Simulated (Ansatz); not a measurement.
**GaAsH₄+ (doublet): the correlation ladder, cc-pVTZ**

How much of the correlation energy of GaAsH₄+ (doublet) does each wave-function method recover here?

Computed with Ansatz 0.2.0, Gaussian basis. Level: cc-pVTZ, core rule «outside noble gas», up to 28 orbitals frozen.

The runs, in order: UHF; CCSD(T) on ROHF; CCSD(T) on UHF; BCCD(T) on ROHF; CCSDT(Q) on ROHF; CCSDT(Q) on UHF.

3 further runs of the same task are left out: 3 set aside as unsound or not needed. Runs told in other sessions of the task aren't counted.

### 1 The geometry

The geometry is a PBE0/def2-TZVP stationary point (not a proven minimum) of the parent state, kept for this charge and spin. No spin-orbit coupling is included. The filled d shell of Ga, As may be among the frozen orbitals whatever the setting's name suggests.

6 atoms, charge 1, spin multiplicity 2.

Atoms are counted from 1 here; the program's logs count them from 0.

Bond lengths: Ga1–As2 2.414 Å, Ga1–H3 1.570 Å, Ga1–H4 1.570 Å, As2–H5 1.521 Å, As2–H6 1.521 Å. Angles: As2–Ga1–H3 119.4°, As2–Ga1–H4 119.4°, H3–Ga1–H4 121.0°, Ga1–As2–H5 92.9°, Ga1–As2–H6 92.9°, H5–As2–H6 93.8°.

### 2 UHF

File in.yaml:

```yaml
crystal:
  periodic: [false, false, false]
  atoms:
    - {symbol: Ga, position_ang: [0.021451, 0.000000, 1.239730]}
    - {symbol: As, position_ang: [-0.046120, 0.000000, -1.173382]}
    - {symbol: H, position_ang: [-0.015430, 1.366773, 2.011769]}
    - {symbol: H, position_ang: [-0.015431, -1.366773, 2.011769]}
    - {symbol: H, position_ang: [0.987590, 1.109951, -1.280580]}
    - {symbol: H, position_ang: [0.987590, -1.109952, -1.280580]}
basis:
  gaussian: {orbitals: cc-pVTZ}
total_charge: 1
magnetization: {spin_polarized: true, initial_magnetization: 1}
hamiltonian: {xc: hf}
output: {orbitals: {seedname: orbitals}}
```

On the command line:

```sh
$ ansatz run in.yaml --threads 1 --pin off --events-out ev --progress --plain --max-ram 4096MiB --backend cpu
```

The runs that follow: CCSD(T) on ROHF; CCSD(T) on UHF; BCCD(T) on ROHF; CCSDT(Q) on ROHF; CCSDT(Q) on UHF.

Before running them: what should the planned runs give, taken together? Wanted: UCCSDT(Q) from the RHF energy; RMP2 from UCCSDT(Q); UMP2 from UCCSDT(Q); RCCSD from UCCSDT(Q); RCCSD(T) from UCCSDT(Q); UCCSD(T) from UCCSDT(Q); RCCSDT(Q) from UCCSDT(Q); T1 diagnostic.

As calculated:

| quantity | value |
| --- | --- |
| UCCSDT(Q) from the ROHF energy | -6.7101 eV |
| RMP2 from UCCSDT(Q) | +30.33 kcal/mol |
| UMP2 from UCCSDT(Q) | +30.50 kcal/mol |
| RCCSD from UCCSDT(Q) | +5.61 kcal/mol |
| RCCSD(T) from UCCSDT(Q) | +1.06 kcal/mol |
| UCCSD(T) from UCCSDT(Q) | +0.97 kcal/mol |
| RCCSDT(Q) from UCCSDT(Q) | +0.12 kcal/mol |
| levels within 1 kcal/mol (43 meV) | UCCSD(T), RCCSDT, UCCSDT, RCCSDT(Q) |
| T1 diagnostic | 0.029 |

RCCSD(T) lands +1.06 kcal/mol from the yardstick (0.7 % of the correlation energy). These misses are within one basis, not against nature; the frozen cores of restricted and unrestricted runs differ, which can shift their rows.
